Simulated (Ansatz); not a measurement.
# AlGe+ (singlet): from Hartree-Fock to the top rungs at distance Ge1–Al2 = 8.420 Å, cc-pVTZ

One table from this session's results is given with a row withheld; the runs are named, their logs left out.

Computed with Ansatz 0.2.0, Gaussian basis. Level: cc-pVTZ, core rule «outside noble gas», up to 19 orbitals frozen.

Plan: UHF; CCSD(T) on RHF; BCCD(T) on RHF; CISD; CCSDT(Q) on RHF; CCSDT(Q) on UHF; CASSCF and MRCISD+Q, 2 electrons in 2 orbitals; CASSCF and NEVPT2, 2 electrons in 2 orbitals; CASSCF and MRCISD+Q, 6 electrons in 8 orbitals; CASSCF and NEVPT2, 6 electrons in 8 orbitals.

30 further runs of the same task are left out: 27 that didn't finish, 3 set aside as unsound or not needed.

### The geometry

The geometry derives from a PBE0/def2-TZVP stationary point (not a proven minimum). One bond is set to the value named and the two fragments are kept rigid. No spin-orbit coupling is included. The filled d shell of Ge may be among the frozen orbitals whatever the setting's name suggests; the logs give the count.

2 atoms, charge 1, spin multiplicity 1.

Atoms are counted from 1 here; the program's logs count them from 0.

No contacts short enough for the rule that draws bonds.

Set-up of the first run:

Input file in.yaml:

```yaml
crystal:
  periodic: [false, false, false]
  atoms:
    - {symbol: Ge, position_ang: [0.000000, 0.000000, 0.000000]}
    - {symbol: Al, position_ang: [0.000000, 0.000000, 8.420000]}
basis:
  gaussian: {orbitals: cc-pVTZ}
total_charge: 1
magnetization: {spin_polarized: true, initial_magnetization: 0}
hamiltonian: {xc: hf}
output: {orbitals: {seedname: orbitals}}
```

Launch:

```
ansatz run in.yaml --threads 1 --pin off --events-out ev --progress --plain --max-ram 2393MiB
```

Steps of the session up to this table: UHF; CCSD(T) on RHF; BCCD(T) on RHF; CISD; CCSDT(Q) on RHF; CCSDT(Q) on UHF; CASSCF and MRCISD+Q, 2 electrons in 2 orbitals; CASSCF and NEVPT2, 2 electrons in 2 orbitals; CASSCF and MRCISD+Q, 6 electrons in 8 orbitals; CASSCF and NEVPT2, 6 electrons in 8 orbitals.

One table of the session follows, with a row left open; its other results are not shown here.

| method | from RCCSDT(Q) (meV) |
| --- | --- |
| RHF | +3660.9 |
| RMP2 | +1192.9 |
| CISD | +503.8 |
| RCCSD | +153.4 |
| RCCSD(T) | +52.7 |
| BCCD(T) | +52.9 |
| RCCSDT | +31.7 |
| RCCSDT(Q) | 0 |
| CASSCF pair | +3146.6 |
| NEVPT2 pair | +715.5 |
| MRCISD pair | +236.2 |
| MRCISD+Q pair | ? |
| CASSCF valence | +1797.5 |
| NEVPT2 valence | +515.0 |
| MRCISD valence | +83.7 |
| MRCISD+Q valence | -12.7 |

Q: Estimate the row for MRCISD+Q pair from the others.

The run gave: from RCCSDT(Q) (meV): -74.1. In the column «from RCCSDT(Q) (meV)» it is the lowest.

Not comparable, so not listed: CCSDT(Q) on UHF (they don't share determinant, frozen orbitals or solution with the rows shown, or repeat one).
